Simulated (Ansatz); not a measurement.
# C10H10Cl2W: one species, many methods

The task here is to estimate one member of a computed series from the others.

Computed with Ansatz 0.2.0, Gaussian basis. Level: functionals in def2-TZVPP, the program's frozen cores in correlated methods.

Levels to be run: LDA (SPW92), PBE-D4, revPBE-D4, BLYP-D4, r2SCAN-D4, B97M-V, PBE0-D4, B3LYP-D4, r2SCANh-D4, r2SCAN0-D4, HSE06-D4, BHLYP-D4, CAM-B3LYP-D4, LC-ωPBE, ωB97X-V, ωB97M-V, B2PLYP, PBE-QIDH; CCSD(T)/def2-SVP; CCSD(T)/def2-TZVPP; MP2/def2-QZVPP; extrapolation to the limit; RPA on PBE.

### Structure used throughout

An earlier PBE0-D4 in a triple-zeta def2 set relaxation fixed the geometry. W takes the def2 core potential; no spin-orbit term is included.

SMILES `[Cl][W]12345678([Cl])([C@H]9[C@@H]1[C@@H]2[C@@H]3[C@H]94)[C@H]1[C@@H]5[C@@H]6[C@@H]7[C@H]18`, 23 atoms, charge 0, spin multiplicity 1.

Atoms are counted from 1 here; the program's logs count them from 0.

Bond lengths: Cl1–W2 2.442 Å, W2–Cl3 2.442 Å, W2–C4 2.380 Å, W2–C5 2.273 Å, W2–C6 2.231 Å, W2–C7 2.273 Å, W2–C8 2.380 Å, W2–C9 2.273 Å, W2–C10 2.380 Å, W2–C11 2.380 Å, W2–C12 2.273 Å, W2–C13 2.231 Å, C4–C5 1.421 Å, C4–C8 1.398 Å, C4–H14 1.077 Å, C5–C6 1.433 Å, C5–H15 1.078 Å, C6–C7 1.433 Å and more. Angles: Cl1–W2–Cl3 82.0°, Cl1–W2–C4 75.4°, Cl1–W2–C5 90.0°, Cl1–W2–C6 127.0°, Cl1–W2–C7 132.3°, Cl1–W2–C8 97.6°, Cl1–W2–C9 90.0°, Cl1–W2–C10 75.4°, Cl1–W2–C11 97.6°, Cl1–W2–C12 132.3°, Cl1–W2–C13 127.0°, Cl3–W2–C4 97.6°, Cl3–W2–C5 132.3°, Cl3–W2–C6 127.0°, Cl3–W2–C7 90.0°, Cl3–W2–C8 75.4°, Cl3–W2–C9 132.3°, Cl3–W2–C10 97.6° and more.

Set-up of the first run:

Contents of in.yaml:

```yaml
crystal:
  periodic: [false, false, false]
  atoms:
    - {symbol: Cl, position_ang: [0.116603, 0.573653, -2.721714]}
    - {symbol: W, position_ang: [0.140101, -0.139062, -0.386295]}
    - {symbol: Cl, position_ang: [1.354709, -2.033874, -1.333562]}
    - {symbol: C, position_ang: [-2.027328, -0.728782, -1.173076]}
    - {symbol: C, position_ang: [-2.078254, 0.327227, -0.222961]}
    - {symbol: C, position_ang: [-1.597368, -0.220208, 1.011159]}
    - {symbol: C, position_ang: [-1.176478, -1.571935, 0.788239]}
    - {symbol: C, position_ang: [-1.486966, -1.866765, -0.567193]}
    - {symbol: C, position_ang: [0.802833, 1.942442, 0.241687]}
    - {symbol: C, position_ang: [1.889156, 1.467833, -0.542494]}
    - {symbol: C, position_ang: [2.429990, 0.329476, 0.062257]}
    - {symbol: C, position_ang: [1.705483, 0.042738, 1.251216]}
    - {symbol: C, position_ang: [0.728220, 1.082391, 1.385739]}
    - {symbol: H, position_ang: [-2.262491, -0.635946, -2.220020]}
    - {symbol: H, position_ang: [-2.501905, 1.305126, -0.383325]}
    - {symbol: H, position_ang: [-1.640579, 0.268474, 1.967532]}
    - {symbol: H, position_ang: [-0.804043, -2.269800, 1.520191]}
    - {symbol: H, position_ang: [-1.242701, -2.783793, -1.076524]}
    - {symbol: H, position_ang: [0.231349, 2.837607, 0.058416]}
    - {symbol: H, position_ang: [2.178327, 1.855590, -1.504813]}
    - {symbol: H, position_ang: [3.199126, -0.292860, -0.363376]}
    - {symbol: H, position_ang: [1.930929, -0.738233, 1.958838]}
    - {symbol: H, position_ang: [0.111296, 1.248681, 2.250089]}
basis:
  gaussian: {orbitals: def2-TZVPP}
hamiltonian: {xc: lda}
output: {orbitals: {seedname: orbitals}}
```

The run is started by

```sh
ansatz run in.yaml --threads 11 --pin off --events-out ev --progress --plain --max-ram 166912MiB --backend cuda --devices 0, --max-vram 75GiB
```

Among the steps run: LDA; PBE-D4 (GGA); revPBE-D4 (GGA); BLYP-D4 (GGA); r2SCAN-D4 (meta-GGA); B97M-V (meta-GGA); PBE0-D4 (hybrid); B3LYP-D4 (hybrid); r2SCANh-D4 (hybrid); r2SCAN0-D4 (hybrid); HSE06-D4 (hybrid); BHLYP-D4 (hybrid); CAM-B3LYP-D4 (range-separated); LC-ωPBE (range-separated); ωB97X-V (range-separated); ωB97M-V (range-separated); B2PLYP (double hybrid); PBE-QIDH (double hybrid).

One of the session's tables, all rows but one given; the rest of the session is left out.

It belongs to the step «Frontier levels by functional». 

```
  functional  HOMO (eV)  gap (eV)
 LDA (SPW92)      -4.45      2.06
      PBE-D4      -4.25      2.12
   revPBE-D4      -4.17      2.14
     BLYP-D4      -4.10      2.15
   r2SCAN-D4      -4.42      2.47
      B97M-V      -4.42      2.58
     PBE0-D4      -5.28      4.06
    B3LYP-D4      -5.09      3.70
  r2SCANh-D4      -4.82      3.20
  r2SCAN0-D4      -5.42      4.32
    HSE06-D4      -4.89      3.30
    BHLYP-D4      -6.26      6.18
CAM-B3LYP-D4          ?         ?
     LC-ωPBE      -7.82      8.75
     ωB97X-V      -7.51      8.42
     ωB97M-V      -7.45      8.28
```

Q: Estimate the row for CAM-B3LYP-D4 from the others.

The run gave: HOMO (eV): -6.55; gap (eV): 6.46. In the column «HOMO (eV)» it lies between ωB97M-V (-7.45) and BHLYP-D4 (-6.26).
